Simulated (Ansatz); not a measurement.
# SnH₄O (SMILES [OH][SnH3]): a rigid scan of the angle H4–Sn2–O1

One table from this session's results is given with a row withheld; the runs are named, their logs left out.

Program: Ansatz 0.2.0, Gaussian basis. Level of theory: single points in def2-TZVPP. These are calculated values, not measurements.

Levels: PBE-D4, r2SCAN-D4, PBE0-D4, B3LYP-D4, wB97M-V, Hartree-Fock, MP2, CCSD, CCSD(T). The scan takes 78.5, 86.0, 93.5, 101.0, 108.5, 116.0, 123.5, 131.0, 138.5°.

Cores are frozen in the correlated methods. Filled d shells of the heavier atoms are correlated. Core potentials replace the inner electrons past krypton, and spin-orbit coupling is left out. B3LYP uses VWN-RPA correlation.

43 further runs of the same task are left out: 43 set aside as unsound or not needed.

## The starting structure

SMILES `[OH][SnH3]`, 6 atoms, charge 0, spin multiplicity 1.

Atoms are counted from 1 here; the program's logs count them from 0.

Bond lengths: O1–Sn2 2.044 Å, O1–H3 0.958 Å, Sn2–H4 1.679 Å, Sn2–H5 1.767 Å, Sn2–H6 1.766 Å. Angles: Sn2–O1–H3 100.0°, O1–Sn2–H4 109.0°, O1–Sn2–H5 108.6°, O1–Sn2–H6 110.2°, H4–Sn2–H5 108.7°, H4–Sn2–H6 110.9°, H5–Sn2–H6 109.4°.

As a file:

```xyz
6

O     0.99640   -0.82710    0.99710
Sn   -0.26240    0.33460   -0.11790
H     1.07260   -1.58940    0.42230
H    -1.66690   -0.52870   -0.43470
H     0.52820    0.71180   -1.65240
H    -0.62580    1.83480    0.73930
```

Set-up of the first run:

The input, pre/in.yaml:

```yaml
crystal:
  periodic: [false, false, false]
  atoms:
    - {symbol: O, position_ang: [0.996400, -0.827100, 0.997100]}
    - {symbol: Sn, position_ang: [-0.262400, 0.334600, -0.117900]}
    - {symbol: H, position_ang: [1.072600, -1.589400, 0.422300]}
    - {symbol: H, position_ang: [-1.666900, -0.528700, -0.434700]}
    - {symbol: H, position_ang: [0.528200, 0.711800, -1.652400]}
    - {symbol: H, position_ang: [-0.625800, 1.834800, 0.739300]}
basis:
  gaussian: {orbitals: def2-SVP}
hamiltonian: {xc: pbe, dispersion: d4}
relax: {f_tol: 0.03, max_steps: 250}
```

No record of the launch command was kept for these runs.

Steps of the session up to this table: A first relaxation in a small basis; Relaxation at PBE0-D4; The minimum at every level; H4–Sn2–O1 = 78.5°; H4–Sn2–O1 = 86.0°; H4–Sn2–O1 = 93.5°; H4–Sn2–O1 = 101.0°; H4–Sn2–O1 = 108.5°; H4–Sn2–O1 = 116.0°; H4–Sn2–O1 = 123.5°; H4–Sn2–O1 = 131.0°; H4–Sn2–O1 = 138.5°.

One table of the session follows, with a row left open; its other results are not shown here.

Energies less that of the minimum at the same level (kcal/mol): The rows 108.5 (minimum) and angle (°) = 108.5 agree to the last digit and may rest on the same set-up.

```
      angle (°)  PBE-D4  PBE0-D4  B3LYP-D4  wB97M-V  Hartree-Fock
           78.5    12.6     13.1      13.2     13.3          15.4
           86.0     6.9      7.1       7.2      7.2           8.3
           93.5     3.0      3.1       3.1      3.1           3.5
          101.0     0.8      0.7       0.8      0.7           0.8
108.5 (minimum)     0.0      0.0       0.0      0.0           0.0
          108.5     0.0      0.0       0.0      0.0           0.0
          116.0       ?        ?         ?        ?             ?
          123.5     2.5      2.8       2.7      2.8           3.3
          131.0     5.6      6.2       6.1      6.3           7.3
          138.5    10.0     10.8      10.8     11.0          12.8
```

Estimate the missing values for angle (°) = 116.0.

Worked estimate for «PBE-D4». A straight line through the neighbours (108.5, 0.0) and (123.5, 2.5) gives 0.0 + (2.5 − 0.0) × (116.0 − 108.5) / (123.5 − 108.5) = 1.2; a parabola fitted to 4 rows on both sides gives 0.6.

As computed: PBE-D4: 0.6; PBE0-D4: 0.7; B3LYP-D4: 0.7; wB97M-V: 0.7; Hartree-Fock: 0.9. In «PBE-D4» the line misses by +0.6 and the parabola by 0.0.
